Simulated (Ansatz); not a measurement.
# AlNi3: the cost of one run

Program: Ansatz 0.2.0. Level of theory: DFT PBEsol, scalar-relativistic, plane waves, PAW. These are calculated values, not measurements.

74 further runs of the same task are left out: 1 for a known fault of the program, 73 set aside as unsound or not needed.

### 1 The structure to begin with

The structure is cubic, space group Fm-3m (No. 225). The conventional cell has a = 5.597 Å, b = 5.597 Å, c = 5.597 Å, α = 90.00°, β = 90.00°, γ = 90.00°. Around Al (site symmetry m-3m) lie 8 Ni at 2.42 Å. Ni (site symmetry -43m) is surrounded by 4 Al at 2.42 Å and 4 Ni at 2.42 Å. Around Ni (site symmetry m-3m) lie 8 Ni at 2.42 Å.

As a file:

```cif
data_structure
_symmetry_space_group_name_H-M 'Fm-3m'
_symmetry_Int_Tables_number 225
_cell_length_a 5.5967
_cell_length_b 5.5967
_cell_length_c 5.5967
_cell_angle_alpha 90.000
_cell_angle_beta 90.000
_cell_angle_gamma 90.000
_cell_volume 175.30
loop_
_atom_site_label
_atom_site_type_symbol
_atom_site_symmetry_multiplicity
_atom_site_Wyckoff_symbol
_atom_site_fract_x
_atom_site_fract_y
_atom_site_fract_z
_atom_site_occupancy
Al1 Al 4 b 0.50000 0.00000 0.00000 1
Ni1 Ni 8 c 0.25000 0.75000 0.75000 1
Ni2 Ni 4 a 0.00000 0.00000 0.00000 1
```

It goes back to an entry of the Materials Project, which need not be the stable form.

It is the result of an earlier relaxation at this level (volume 10.96 Å³/atom; gap on the mesh: none (metal)).

### 2 The scan

The energy is mapped over volume and the cell's shape.

First coordinate, volume per atom: 11 values from 10.080 to 11.833 Å³. Second coordinate, length along [111] over the lengths across it, relative to the cubic cell: 11 values from 0.834 to 1.200.

Nothing else is relaxed (fractional coordinates fixed). Energies count from the relaxed crystal. Points are written as (first, second).

### 3 The run at (11.482 Å³, 0.834)

The input, input.yaml:

```yaml
crystal:
  lattice:
    - [-0.3350364104, 2.6851235392, 2.6851235392]
    - [2.6851235392, -0.3350364104, 2.6851235392]
    - [2.6851235392, 2.6851235392, -0.3350364104]
  atoms:
    - { symbol: Al, position: [0.5, 0.5, 0.5] }
    - { symbol: Ni, position: [0.25, 0.25, 0.25] }
    - { symbol: Ni, position: [0.0, 0.0, 0.0] }
    - { symbol: Ni, position: [0.75, 0.75, 0.75] }
basis:
  ecutwfc: 520.0
kpoints:
  mp_grid: { grid: [14, 14, 14] }
hamiltonian:
  xc: pbesol
  pseudopotentials: { kind: paw, azcp: { folder: soft_1 } }
scf:
  occupations: { method: gaussian, width: 0.15 }
output:
  forces: true
  stress: true
  eigenvalues: true
```

Launch:

```
ansatz run input.yaml --threads 4 --pin off --max-ram 8192MiB --backend cpu --events-out ev --progress --plain --runs-dir out
```

What time and memory should one allow on 4 threads of AMD EPYC 7R43 (Zen 3), shared host?

About 7.7 s, with a peak of 0.75 GiB.
